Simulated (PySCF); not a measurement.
**AsH: bond curves at several levels of theory**

One job finds the state of AsH, follows it along the bond with each method and fits the curves.

Program: PySCF 2.14.0. Level of theory: As 6-31G(d,p), H 6-31G(d,p), no relativity. These are calculated values, not measurements.

### 1 Input

Settings of the job:

| Quantity | Value |
| --- | --- |
| atoms | As, H |
| charge | 0 |
| basis | As 6-31G(d,p), H 6-31G(d,p) |
| Hamiltonian | no relativity |
| basis functions | 37 |
| electrons treated | 34 |
| masses in u | 74.9216, 1.0078 |
| levels | PBE0, PBE, r²SCAN, MN15, LDA, B3LYP, LC-ωPBE, HF, MP2, SCS-MP2, CCSD, CCSD(T) |
| grid | 80 radial by 434 angular points |
| occupations | held fixed by the projection of orbital angular momentum |
| dissociation limit | As + H, each in its ground configuration |
| starting distance in angstrom | 1.495 |
| values of 2S to try | 0, 2, 4 |

The run is started by

```bash
$ OMP_NUM_THREADS=1 python dia.py task.json out
```

The runs that follow: The PBE0 curve of the state that the search chose; Excited determinants; PBE (GGA); r²SCAN (meta-GGA); MN15; LDA (local density); B3LYP (global hybrid GGA); LC-ωPBE; UHF; Adding correlation.

**Question.** What will these runs give? Wanted: for each run, Re; ωe; De; μ.

The runs gave:

Lowest PBE0 solution found, without spin–orbit coupling: ³Σ⁻ (triplet), unpaired electrons π ↑↑. State 2 has its PBE0 minimum 0.39 eV higher, as a spin-mixed determinant (⟨S²⟩ = 1.01), so this is no gap between pure states. State 3 has its PBE0 minimum 1.52 eV higher. The other levels ran on the lowest alone.

| level | Re (Å) | ωe (cm⁻¹) | De (eV) | μ (D) |
| --- | --- | --- | --- | --- |
| UHF | 1.516 | 2310 | 1.87 | 0.49 |
| UHF-MP2 | 1.516 | 2262 | 2.38 | n/a |
| UHF-SCS-MP2 | 1.519 | 2245 | 2.46 | n/a |
| UHF-CCSD | 1.527 | 2180 | 2.50 | n/a |
| UHF-CCSD(T) | 1.529 | 2165 | 2.52 | n/a |
| LDA | 1.546 | 2108 | 3.40 | 0.48 |
| PBE | 1.550 | 2092 | 2.94 | 0.39 |
| r²SCAN | 1.532 | 2171 | 2.95 | 0.47 |
| B3LYP | 1.540 | 2141 | 3.03 | 0.38 |
| PBE0 | 1.533 | 2185 | 2.88 | 0.44 |
| MN15 | 1.522 | 2217 | 2.87 | 0.41 |
| LC-ωPBE | 1.520 | 2276 | 2.85 | 0.51 |

De is counted to As + H in their ground configurations. A positive dipole means As(−)H(+).

Differences from CCSD(T) in the same basis:

| level | Re (mÅ) | ωe (%) |
| --- | --- | --- |
| UHF | -13 | +6.7 |
| UHF-MP2 | -12 | +4.5 |
| UHF-SCS-MP2 | -9 | +3.7 |
| UHF-CCSD | -2 | +0.7 |
| LDA | +17 | -2.6 |
| PBE | +21 | -3.4 |
| r²SCAN | +3 | +0.3 |
| B3LYP | +11 | -1.1 |
| PBE0 | +5 | +1.0 |
| MN15 | -6 | +2.4 |
| LC-ωPBE | -9 | +5.1 |

Against CCSD(T) in the same basis, the bond length is nearest at UHF-CCSD (-2 mÅ) and farthest at PBE (+21 mÅ); the wavenumber is nearest at r²SCAN (+0.3 %) and farthest at UHF (+6.7 %). Hartree–Fock makes the bond too short and too stiff against this reference, as it mostly does. PBE has the long and soft bond that GGAs tend to give. CCSD(T) in a basis this small is itself some way from its limit, more so than the functionals. Of the levels with a De here, UHF gives the least (1.87 eV) and LDA the most (3.40 eV).

Correlated steps freeze 9 core orbitals.
